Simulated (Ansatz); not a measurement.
# CH₅BSe₂: basis-set convergence

The task here is to estimate one member of a computed series from the others.

Method: one geometry, several basis sets; program: Ansatz 0.2.0, Gaussian basis.

Levels to be run: PBE0-D4/def2-SVP; ωB97M-V/def2-SVP; PBE0-D4/def2-QZVPP; ωB97M-V/def2-QZVPP; the functionals' def2-TZVPP values are taken from earlier runs.

**The geometry**

All runs share one geometry, relaxed beforehand with PBE0-D4 in a triple-zeta def2 set.

SMILES `CB([SeH])[SeH]`, 9 atoms, charge 0, spin multiplicity 1.

Atoms are counted from 1 here; the program's logs count them from 0.

Bond lengths: C1–B2 1.563 Å, C1–H5 1.092 Å, C1–H6 1.097 Å, C1–H7 1.092 Å, B2–Se3 1.941 Å, B2–Se4 1.941 Å, Se3–H8 1.468 Å, Se4–H9 1.468 Å. Angles: B2–C1–H5 112.7°, B2–C1–H6 108.4°, B2–C1–H7 112.9°, H5–C1–H6 106.9°, H5–C1–H7 108.6°, H6–C1–H7 107.0°, C1–B2–Se3 122.8°, C1–B2–Se4 122.6°, Se3–B2–Se4 114.6°, B2–Se3–H8 95.2°, B2–Se4–H9 95.1°.

As a file:

```mol
CH5BSe2
  3D, bonds by distance, orders not assigned

  9  8  0  0  0  0  0  0  0  0999 V2000
    0.0530    0.5716   -0.7485 C   0  0
   -0.0387   -0.3960    0.4755 B   0  0
    0.9091   -2.0877    0.5506 Se  0  0
   -1.0587    0.0291    2.0713 Se  0  0
   -0.8467    1.1780   -0.8755 H   0  0
    0.8841    1.2668   -0.5778 H   0  0
    0.2589    0.0524   -1.6870 H   0  0
    1.4910   -1.9731   -0.7927 H   0  0
   -1.5633    1.3126    1.5670 H   0  0
  1  2  8  0
  2  3  8  0
  2  4  8  0
  1  5  8  0
  1  6  8  0
  1  7  8  0
  3  8  8  0
  4  9  8  0
M  END
```

The first run:

in.yaml

```yaml
crystal:
  periodic: [false, false, false]
  atoms:
    - {symbol: C, position_ang: [0.052998, 0.571625, -0.748476]}
    - {symbol: B, position_ang: [-0.038739, -0.396046, 0.475520]}
    - {symbol: Se, position_ang: [0.909104, -2.087722, 0.550596]}
    - {symbol: Se, position_ang: [-1.058710, 0.029096, 2.071280]}
    - {symbol: H, position_ang: [-0.846655, 1.177957, -0.875516]}
    - {symbol: H, position_ang: [0.884110, 1.266788, -0.577800]}
    - {symbol: H, position_ang: [0.258871, 0.052448, -1.687007]}
    - {symbol: H, position_ang: [1.490970, -1.973096, -0.792717]}
    - {symbol: H, position_ang: [-1.563347, 1.312649, 1.567019]}
basis:
  gaussian: {orbitals: def2-SVP}
hamiltonian: {xc: pbe0, dispersion: d4}
output: {orbitals: {seedname: orbitals}}
```

Started as:

```
> ansatz run in.yaml --threads 4 --pin off --events-out ev --progress --plain --max-ram 10444MiB
```

Steps of the session up to this table: PBE0-D4 in def2-SVP; ωB97M-V in def2-SVP; PBE0-D4 in def2-QZVPP; ωB97M-V in def2-QZVPP.

One of the session's tables, all rows but one given; the rest of the session is left out.

It belongs to the step «Functionals by basis». 

| functional | basis | HOMO (eV) |
| --- | --- | --- |
| PBE0-D4 | def2-SVP | -6.79 |
| PBE0-D4 | def2-TZVPP | -6.92 |
| PBE0-D4 | def2-QZVPP | -6.94 |
| ωB97M-V | def2-SVP | -8.85 |
| ωB97M-V | def2-TZVPP | ? |
| ωB97M-V | def2-QZVPP | -9.01 |

Q: Estimate the row for ωB97M-V, def2-TZVPP from the others.

The run gave: HOMO (eV): -9.00. In the column «HOMO (eV)» it lies between ωB97M-V, def2-QZVPP (-9.01) and ωB97M-V, def2-SVP (-8.85).
